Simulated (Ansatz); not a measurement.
**C3H9CdNS: taking an electron away**

The task here is to estimate one member of a computed series from the others.

Computed with Ansatz 0.2.0, Gaussian basis. Level: unrestricted cation, the program's frozen cores in correlated methods.

The runs, in order: UKS PBE-D4/def2-TZVPP; UKS r2SCAN-D4/def2-TZVPP; UKS PBE0-D4/def2-TZVPP; UKS B3LYP-D4/def2-TZVPP; UKS wB97X-V/def2-TZVPP; UKS wB97M-V/def2-TZVPP; UKS B2PLYP/def2-TZVPP; UHF-CCSD(T)/def2-TZVPP; UHF-MP2/def2-QZVPP; extrapolation to the limit; then −ε(HOMO) from the neutral's earlier runs with LDA (SPW92), PBE-D4, revPBE-D4, BLYP-D4, r2SCAN-D4, B97M-V, PBE0-D4, B3LYP-D4, r2SCANh-D4, r2SCAN0-D4, HSE06-D4, BHLYP-D4, CAM-B3LYP-D4, LC-ωPBE, ωB97X-V, ωB97M-V.

### The geometry

An earlier PBE0-D4 in a triple-zeta def2 set relaxation fixed the geometry. Cd takes the def2 core potential; no spin-orbit term is included.

SMILES `C[S][Cd][N](C)C`, 15 atoms, charge 0, spin multiplicity 1.

Atoms are counted from 1 here; the program's logs count them from 0.

Bond lengths: C1–S2 1.822 Å, C1–H7 1.091 Å, C1–H8 1.089 Å, C1–H9 1.089 Å, S2–Cd3 2.323 Å, Cd3–N4 2.006 Å, N4–C5 1.438 Å, N4–C6 1.438 Å, C5–H10 1.093 Å, C5–H11 1.102 Å, C5–H12 1.104 Å, C6–H13 1.104 Å, C6–H14 1.102 Å, C6–H15 1.093 Å. Angles: S2–C1–H7 106.3°, S2–C1–H8 111.9°, S2–C1–H9 111.9°, H7–C1–H8 108.4°, H7–C1–H9 108.4°, H8–C1–H9 109.8°, C1–S2–Cd3 103.2°, S2–Cd3–N4 174.2°, Cd3–N4–C5 121.2°, Cd3–N4–C6 121.2°, C5–N4–C6 111.9°, N4–C5–H10 111.4°, N4–C5–H11 110.5°, N4–C5–H12 113.5°, H10–C5–H11 107.0°, H10–C5–H12 107.5°, H11–C5–H12 106.6°, N4–C6–H13 113.5° and more.

Geometry (Å):

```mol
C3H9CdNS
  3D, bonds by distance, orders not assigned

 15 14  0  0  0  0  0  0  0  0999 V2000
    0.2084   -2.0803    3.0895 C   0  0
    0.0984   -2.8227    1.4297 S   0  0
    0.0041   -0.9731    0.0266 Cd  0  0
   -0.0900    0.4936   -1.3383 N   0  0
    1.0793    1.2484   -1.7013 C   0  0
   -1.2985    1.2467   -1.5409 C   0  0
    0.2564   -2.9118    3.7934 H   0  0
    1.1086   -1.4785    3.2074 H   0  0
   -0.6696   -1.4807    3.3261 H   0  0
    1.9901    0.6561   -1.5799 H   0  0
    1.0298    1.5506   -2.7598 H   0  0
    1.2048    2.1756   -1.1149 H   0  0
   -1.3455    2.1739   -0.9429 H   0  0
   -1.3921    1.5489   -2.5964 H   0  0
   -2.1840    0.6532   -1.2983 H   0  0
  1  2  8  0
  2  3  8  0
  3  4  8  0
  4  5  8  0
  4  6  8  0
  1  7  8  0
  1  8  8  0
  1  9  8  0
  5 10  8  0
  5 11  8  0
  5 12  8  0
  6 13  8  0
  6 14  8  0
  6 15  8  0
M  END
```

The first run:

The input, in.yaml:

```yaml
crystal:
  periodic: [false, false, false]
  atoms:
    - {symbol: C, position_ang: [0.208372, -2.080317, 3.089478]}
    - {symbol: S, position_ang: [0.098424, -2.822673, 1.429681]}
    - {symbol: Cd, position_ang: [0.004135, -0.973096, 0.026577]}
    - {symbol: N, position_ang: [-0.090032, 0.493639, -1.338297]}
    - {symbol: C, position_ang: [1.079281, 1.248443, -1.701309]}
    - {symbol: C, position_ang: [-1.298541, 1.246743, -1.540879]}
    - {symbol: H, position_ang: [0.256383, -2.911787, 3.793440]}
    - {symbol: H, position_ang: [1.108588, -1.478521, 3.207436]}
    - {symbol: H, position_ang: [-0.669616, -1.480681, 3.326143]}
    - {symbol: H, position_ang: [1.990090, 0.656076, -1.579913]}
    - {symbol: H, position_ang: [1.029755, 1.550586, -2.759825]}
    - {symbol: H, position_ang: [1.204816, 2.175644, -1.114927]}
    - {symbol: H, position_ang: [-1.345523, 2.173851, -0.942877]}
    - {symbol: H, position_ang: [-1.392142, 1.548934, -2.596419]}
    - {symbol: H, position_ang: [-2.184001, 0.653170, -1.298319]}
basis:
  gaussian: {orbitals: def2-TZVPP}
total_charge: 1
magnetization: {spin_polarized: true, initial_magnetization: 1}
hamiltonian: {xc: pbe, dispersion: d4}
```

On the command line:

```sh
ansatz run in.yaml --threads 2 --pin off --events-out ev --progress --plain --max-ram 20480MiB --backend cuda --devices 0, --max-vram 18GiB
```

Among the steps run: Cation, UKS PBE-D4/def2-TZVPP; Cation, UKS r2SCAN-D4/def2-TZVPP; Cation, UKS PBE0-D4/def2-TZVPP; Cation, UKS B3LYP-D4/def2-TZVPP; Cation, UKS wB97X-V/def2-TZVPP; Cation, UKS wB97M-V/def2-TZVPP; Cation, UKS B2PLYP (frozen core)/def2-TZVPP; Cation, UHF-CCSD(T)/def2-TZVPP; Cation, UHF-MP2/def2-QZVPP.

One table of the session follows, with a row left open; its other results are not shown here.

For comparison, −ε(HOMO) of the neutral from earlier runs:

```
  functional  −ε(HOMO) (eV)
 LDA (SPW92)           4.67
      PBE-D4           4.51
   revPBE-D4           4.44
     BLYP-D4           4.41
   r2SCAN-D4           4.69
      B97M-V           4.80
     PBE0-D4              ?
    B3LYP-D4           5.51
  r2SCANh-D4           5.14
  r2SCAN0-D4           5.83
    HSE06-D4           5.29
    BHLYP-D4           6.84
CAM-B3LYP-D4           7.04
     LC-ωPBE           8.33
     ωB97X-V           8.02
     ωB97M-V           7.95
```

Q: Estimate the row for PBE0-D4 from the others.

As computed: −ε(HOMO) (eV): 5.68. In the column «−ε(HOMO) (eV)» it lies between B3LYP-D4 (5.51) and r2SCAN0-D4 (5.83).
